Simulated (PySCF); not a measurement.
# C3H7NSi: the cost of one run

The runs use PySCF 2.14.0, with density-fitted response routines of our own; the level of theory stands in each step. All values are computed, except where a source is named. Atoms are numbered from 0 throughout.

## 1. The molecule as given

12 atoms, charge 0, multiplicity 1; geometry from: GFN2-xTB. The atoms were then displaced at random by about 0.01 Å, so the start is not that level's minimum.

Bonds of the start (Å): C0–C1 1.30, C1–C2 1.44, C2–N3 1.29, N3–Si4 1.68, C0–H5 1.10, C0–H6 1.09, C1–H7 1.07, C2–H8 1.12, Si4–H9 1.47, Si4–H10 1.48, Si4–H11 1.45.

## 2. Geometry optimisation at PBE0-D3(BJ)/def2-SVP

The job: settings as JSON, then the geometry in Å.

```
{"job": {"xc": "PBE0", "basis": "def2-SVP", "d3": "d3bj", "grid": 1, "shake": 0.01, "kind": "geom"}, "charge": 0, "multiplicity": 1}
C     -2.520670     0.646870     0.360270
C     -1.571110    -0.132250    -0.062970
C     -0.181110     0.173360     0.129260
N      0.774290    -0.570150    -0.322600
Si     2.452090    -0.539950    -0.322380
H     -3.583880     0.448040     0.189050
H     -2.319200     1.591940     0.875100
H     -1.758610    -1.043770    -0.590940
H      0.044290     1.102160     0.721290
H      2.815880    -1.787160     0.358260
H      3.084170     0.596730     0.382070
H      2.803560    -0.514090    -1.725440
```

Run with:

```bash
$ OMP_NUM_THREADS=1 python probes_run.py task.json out
```

One launch serves the whole session: the jobs run in the order shown.

Q: Estimate the wall time and peak memory of this first job on 1 thread of Arm Neoverse V2, shared host.

About 33 s, with a peak of 0.44 GiB.
